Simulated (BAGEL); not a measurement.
# CH6BFP− (SMILES C[BH-](F)P): levels of theory compared

Wanted: a comparison of 4 runs (B3LYP/6-31G*, B3LYP/def2-SVP, PBE0/def2-SVP, RI-MP2/def2-SVP) of CH6BFP−. 

The results are computed with BAGEL 1.2.2.

## (1) Starting point

CH6BFP−: 10 atoms, total charge -1, spin state singlet. SMILES: `C[BH-](F)P`. The shape is that of a GFN2-xTB optimisation. This is one conformer, not always the lowest.

Bond lengths: C1–B2 1.635 Å, B2–F3 1.426 Å, B2–P4 2.047 Å, C1–H5 1.093 Å, C1–H6 1.092 Å, C1–H7 1.091 Å, B2–H8 1.213 Å, P4–H9 1.385 Å, P4–H10 1.385 Å. Some angles: C1–B2–F3 110.7°, C1–B2–P4 108.9°, F3–B2–P4 107.2°, C1–B2–H8 113.5°, F3–B2–H8 108.7°, P4–B2–H8 107.6°, B2–C1–H5 111.2°, B2–C1–H6 111.4°, B2–C1–H7 111.8°, B2–P4–H9 95.9°.

## (2) The energy at B3LYP/6-31G(d) (density fitting with qzvpp-jkfit, spherical functions) (run 1)

Input file job.json:

```json
{ "bagel": [

{
  "title": "molecule",
  "basis": "6-31gs.json",
  "df_basis": "qzvpp-jkfit",
  "angstrom": true,
  "geometry": [
    { "atom": "C", "xyz": [      -0.321450,       1.296220,       0.205250 ] },
    { "atom": "B", "xyz": [      -0.129230,      -0.297960,       0.514880 ] },
    { "atom": "F", "xyz": [       0.467240,      -0.493980,       1.794900 ] },
    { "atom": "P", "xyz": [       1.145940,      -1.093890,      -0.874400 ] },
    { "atom": "H", "xyz": [      -0.999480,       1.759860,       0.925650 ] },
    { "atom": "H", "xyz": [      -0.738230,       1.461120,      -0.790340 ] },
    { "atom": "H", "xyz": [       0.625120,       1.835740,       0.256900 ] },
    { "atom": "H", "xyz": [      -1.164760,      -0.928070,       0.466700 ] },
    { "atom": "H", "xyz": [       0.229400,      -1.115690,      -1.912820 ] },
    { "atom": "H", "xyz": [       0.885460,      -2.423360,      -0.586720 ] }
  ]
},

{ "title": "ks", "xc_func": "b3lyp", "charge": -1 },

{ "title": "print", "file": "orbitals.molden", "orbitals": true }

]}
```

The basis set 6-31G* is read from a file made from the Basis Set Exchange's data (not shown).

The run is started by

```sh
$ BAGEL_NUM_THREADS=1 BAGEL job.json > job.out
```

Standard output:

```text
* using 1 threads per process

  ===============================================================
  ===============================================================

  *** Geometry ***

  { "atom" : "C", "xyz" : [     -0.607452,      2.449501,      0.387866 ] },
  { "atom" : "B", "xyz" : [     -0.244209,     -0.563063,      0.972982 ] },
  { "atom" : "F", "xyz" : [      0.882956,     -0.933487,      3.391869 ] },
  { "atom" : "P", "xyz" : [      2.165513,     -2.067153,     -1.652377 ] },
  { "atom" : "H", "xyz" : [     -1.888743,      3.325653,      1.749225 ] },
  { "atom" : "H", "xyz" : [     -1.395053,      2.761117,     -1.493526 ] },
  { "atom" : "H", "xyz" : [      1.181306,      3.469046,      0.485471 ] },
  { "atom" : "H", "xyz" : [     -2.201077,     -1.753798,      0.881935 ] },
  { "atom" : "H", "xyz" : [      0.433503,     -2.108349,     -3.614706 ] },
  { "atom" : "H", "xyz" : [      1.673277,     -4.579487,     -1.108740 ] },

  Number of auxiliary basis functions:      463

  Since a DF basis is specified, we compute 2- and 3-index integrals:
    o Being stored without compression. Storage requirement is 0.019 GB

  Number of basis functions:       72
  Number of electrons      :       41

    * METHOD: MOLECULE                             0.15

  *** Kohn-Sham DFT ***

    * Removing 18787 points whose weight is below 1.00e-10
    * Grid points: 130273

  === Nuclear Repulsion ===
   151.9589344684

       - DIIS with orbital gradients will be used.

  === KS iteration (b3lyp / 6-31gs.json) ===
      0       -474.67341106          0.14579015           0.33
      1       -430.35090706          0.17572099           0.31
      2       -459.54991252          0.20109473           0.31
      3       -489.35808849          0.12210747           0.31
      4       -503.54267689          0.08911651           0.35
      5       -505.53042018          0.05349297           0.31
      6       -507.63492543          0.02060170           0.31
      7       -507.79867369          0.00779942           0.32
      8       -507.83049830          0.00379397           0.37
      9       -507.83677004          0.00182894           0.45
     10       -507.83797055          0.00053830           0.43
     11       -507.83809223          0.00010789           0.39
     12       -507.83809706          0.00001402           0.31
     13       -507.83809716          0.00000264           0.37
     14       -507.83809716          0.00000092           0.30
     15       -507.83809717          0.00000029           0.47
     16       -507.83809717          0.00000010           0.44
     17       -507.83809717          0.00000004           0.43
     18       -507.83809717          0.00000002           0.31
     19       -507.83809717          0.00000000           0.30
    * SCF iteration converged.

    * Permanent dipole moment:
           (    0.118728,    -0.244582,     0.138935) a.u.

    * METHOD: KS                                   7.70

    * METHOD: PRINT                                0.01

  ===============================================================
```

Run time: 8.1 s. Hardware: 1 thread of Intel Xeon 6975P-C (Granite Rapids), shared host; peak memory 0.45 GiB.

## (3) A single-point energy at B3LYP/def2-SVP (density fitting with qzvpp-jkfit) (run 2)

Input file input.json:

```json
{ "bagel": [

{
  "title": "molecule",
  "basis": "svp",
  "df_basis": "qzvpp-jkfit",
  "angstrom": true,
  "geometry": [
    { "atom": "C", "xyz": [      -0.321450,       1.296220,       0.205250 ] },
    { "atom": "B", "xyz": [      -0.129230,      -0.297960,       0.514880 ] },
    { "atom": "F", "xyz": [       0.467240,      -0.493980,       1.794900 ] },
    { "atom": "P", "xyz": [       1.145940,      -1.093890,      -0.874400 ] },
    { "atom": "H", "xyz": [      -0.999480,       1.759860,       0.925650 ] },
    { "atom": "H", "xyz": [      -0.738230,       1.461120,      -0.790340 ] },
    { "atom": "H", "xyz": [       0.625120,       1.835740,       0.256900 ] },
    { "atom": "H", "xyz": [      -1.164760,      -0.928070,       0.466700 ] },
    { "atom": "H", "xyz": [       0.229400,      -1.115690,      -1.912820 ] },
    { "atom": "H", "xyz": [       0.885460,      -2.423360,      -0.586720 ] }
  ]
},

{ "title": "ks", "xc_func": "b3lyp", "charge": -1 },

{ "title": "print", "file": "orbitals.molden", "orbitals": true }

]}
```

The run is started by

```sh
$ BAGEL_NUM_THREADS=1 BAGEL input.json > input.out
```

Standard output:

```text
* using 1 threads per process

  ===============================================================
  ===============================================================

  *** Geometry ***

  { "atom" : "C", "xyz" : [     -0.607452,      2.449501,      0.387866 ] },
  { "atom" : "B", "xyz" : [     -0.244209,     -0.563063,      0.972982 ] },
  { "atom" : "F", "xyz" : [      0.882956,     -0.933487,      3.391869 ] },
  { "atom" : "P", "xyz" : [      2.165513,     -2.067153,     -1.652377 ] },
  { "atom" : "H", "xyz" : [     -1.888743,      3.325653,      1.749225 ] },
  { "atom" : "H", "xyz" : [     -1.395053,      2.761117,     -1.493526 ] },
  { "atom" : "H", "xyz" : [      1.181306,      3.469046,      0.485471 ] },
  { "atom" : "H", "xyz" : [     -2.201077,     -1.753798,      0.881935 ] },
  { "atom" : "H", "xyz" : [      0.433503,     -2.108349,     -3.614706 ] },
  { "atom" : "H", "xyz" : [      1.673277,     -4.579487,     -1.108740 ] },

  Number of auxiliary basis functions:      463

  Since a DF basis is specified, we compute 2- and 3-index integrals:
    o Being stored without compression. Storage requirement is 0.030 GB

  Number of basis functions:       90
  Number of electrons      :       41

    * METHOD: MOLECULE                             0.19

  *** Kohn-Sham DFT ***

    * Removing 18787 points whose weight is below 1.00e-10
    * Grid points: 130273

  === Nuclear Repulsion ===
   151.9589344684

       - DIIS with orbital gradients will be used.

  === KS iteration (b3lyp / svp) ===
      0       -476.44977909          0.10770427           0.40
      1       -436.83617605          0.16434839           0.38
      2       -461.02311093          0.18478361           0.42
      3       -491.71764889          0.09233132           0.38
      4       -493.71447257          0.10952777           0.40
      5       -507.44076584          0.01747844           0.39
      6       -507.55202951          0.01131035           0.39
      7       -507.63736314          0.00244163           0.42
      8       -507.63943827          0.00177532           0.40
      9       -507.64109962          0.00064850           0.39
     10       -507.64130650          0.00024744           0.40
     11       -507.64134023          0.00003943           0.40
     12       -507.64134101          0.00001420           0.40
     13       -507.64134113          0.00000304           0.38
     14       -507.64134114          0.00000233           0.38
     15       -507.64134114          0.00000026           0.38
     16       -507.64134114          0.00000011           0.39
     17       -507.64134114          0.00000002           0.40
     18       -507.64134114          0.00000001           0.40
    * SCF iteration converged.

    * Permanent dipole moment:
           (   -0.059917,    -0.241617,     0.244946) a.u.

    * METHOD: KS                                   8.12

    * METHOD: PRINT                                0.01

  ===============================================================
```

Run time: 8.7 s. Hardware: 1 thread of Intel Xeon 6975P-C (Granite Rapids), shared host; peak memory 0.53 GiB.

Run 3 isn't shown in full; the table further down has it.

## (4) A single-point energy at RI-MP2/def2-SVP (density fitting with qzvpp-jkfit) (run 4)

Input file input.json:

```json
{ "bagel" : [

{
  "title" : "molecule",
  "basis" : "svp",
  "df_basis" : "qzvpp-jkfit",
  "angstrom" : true,
  "geometry" : [
    { "atom" : "C", "xyz" : [   -0.321450,    1.296220,    0.205250 ] },
    { "atom" : "B", "xyz" : [   -0.129230,   -0.297960,    0.514880 ] },
    { "atom" : "F", "xyz" : [    0.467240,   -0.493980,    1.794900 ] },
    { "atom" : "P", "xyz" : [    1.145940,   -1.093890,   -0.874400 ] },
    { "atom" : "H", "xyz" : [   -0.999480,    1.759860,    0.925650 ] },
    { "atom" : "H", "xyz" : [   -0.738230,    1.461120,   -0.790340 ] },
    { "atom" : "H", "xyz" : [    0.625120,    1.835740,    0.256900 ] },
    { "atom" : "H", "xyz" : [   -1.164760,   -0.928070,    0.466700 ] },
    { "atom" : "H", "xyz" : [    0.229400,   -1.115690,   -1.912820 ] },
    { "atom" : "H", "xyz" : [    0.885460,   -2.423360,   -0.586720 ] }
  ]
},
{ "title" : "hf", "charge" : -1 },
{ "title" : "mp2", "charge" : -1, "ncore" : 8 }

]}
```

The run is started by

```sh
$ BAGEL_NUM_THREADS=1 BAGEL input.json > input.out
```

Standard output:

```text
* using 1 threads per process

  ===============================================================
  ===============================================================

  *** Geometry ***

  { "atom" : "C", "xyz" : [     -0.607452,      2.449501,      0.387866 ] },
  { "atom" : "B", "xyz" : [     -0.244209,     -0.563063,      0.972982 ] },
  { "atom" : "F", "xyz" : [      0.882956,     -0.933487,      3.391869 ] },
  { "atom" : "P", "xyz" : [      2.165513,     -2.067153,     -1.652377 ] },
  { "atom" : "H", "xyz" : [     -1.888743,      3.325653,      1.749225 ] },
  { "atom" : "H", "xyz" : [     -1.395053,      2.761117,     -1.493526 ] },
  { "atom" : "H", "xyz" : [      1.181306,      3.469046,      0.485471 ] },
  { "atom" : "H", "xyz" : [     -2.201077,     -1.753798,      0.881935 ] },
  { "atom" : "H", "xyz" : [      0.433503,     -2.108349,     -3.614706 ] },
  { "atom" : "H", "xyz" : [      1.673277,     -4.579487,     -1.108740 ] },

  Number of auxiliary basis functions:      463

  Since a DF basis is specified, we compute 2- and 3-index integrals:
    o Being stored without compression. Storage requirement is 0.030 GB

  Number of basis functions:       90
  Number of electrons      :       41

    * METHOD: MOLECULE                             0.24

  *** RHF ***

  === Nuclear Repulsion ===
   151.9589344684

      * DIIS with orbital gradients will be used.

  === RHF iteration (svp) ===
      0       -505.80612592          0.01877441           0.05
      1       -505.99242516          0.00970310           0.04
      2       -506.04778674          0.00160103           0.05
      3       -506.04991927          0.00061522           0.05
      4       -506.05016221          0.00009002           0.05
      5       -506.05017295          0.00001888           0.05
      6       -506.05017354          0.00000471           0.04
      7       -506.05017356          0.00000130           0.05
      8       -506.05017357          0.00000038           0.05
      9       -506.05017357          0.00000012           0.04
     10       -506.05017357          0.00000003           0.05
     11       -506.05017357          0.00000001           0.05
     12       -506.05017357          0.00000001           0.05
    * SCF iteration converged.

    * Permanent dipole moment:
           (    0.005251,    -0.276985,     0.313197) a.u.

    * METHOD: HF                                   0.72

  *** RHF ***

  === Nuclear Repulsion ===
   151.9589344684

      * DIIS with orbital gradients will be used.

  === RHF iteration (svp) ===
      0       -506.05017357          0.00000000           0.06
    * SCF iteration converged.

    * Permanent dipole moment:
           (    0.005251,    -0.276985,     0.313197) a.u.

  === DF-MP2 calculation ===

    * freezing 8 orbitals
    * 3-index integral transformation done
    * assembly done

      MP2 correlation energy:   -0.5644270594      0.04

      MP2 total energy:       -506.6146006266

    * METHOD: MP2                                  0.16

  ===============================================================
```

Run time: 1.3 s. Hardware: 1 thread of Intel Xeon 6975P-C (Granite Rapids), shared host; peak memory 0.12 GiB.

## (5) Overview of the runs

```tsv
run	level	frozen core orbitals	energy (Eh)	HOMO energy (eV)	LUMO energy (eV)	HOMO–LUMO gap (eV)	wall time
1	B3LYP/6-31G* (density fitting with qzvpp-jkfit, spherical functions)	–	-507.838097	-0.46	6.45	6.91	8.1 s
2	B3LYP/def2-SVP (density fitting with qzvpp-jkfit)	–	-507.641341	-0.58	6.19	6.76	8.7 s
3	PBE0/def2-SVP (density fitting with qzvpp-jkfit)	–	-507.303271	-0.84	6.47	7.31	8.7 s
4	RI-MP2/def2-SVP (density fitting with qzvpp-jkfit)	8	-506.614601	–	–	–	1.3 s
```

## (6) Outcome

| quantity | value |
| --- | --- |
| run 4: total energy | -506.61460 Eh |
| run 4: correlation energy (8 core orbitals frozen) | -564.4 mEh |

Over runs 1, 2, 3 the HOMO–LUMO gap runs from 6.76 eV (B3LYP/def2-SVP) to 7.31 eV (PBE0/def2-SVP). The empty levels of an anion lie above zero and hang on the basis. Totals of different functionals can't be ranked against each other. All runs together took 27 s, the longest 8.7 s.
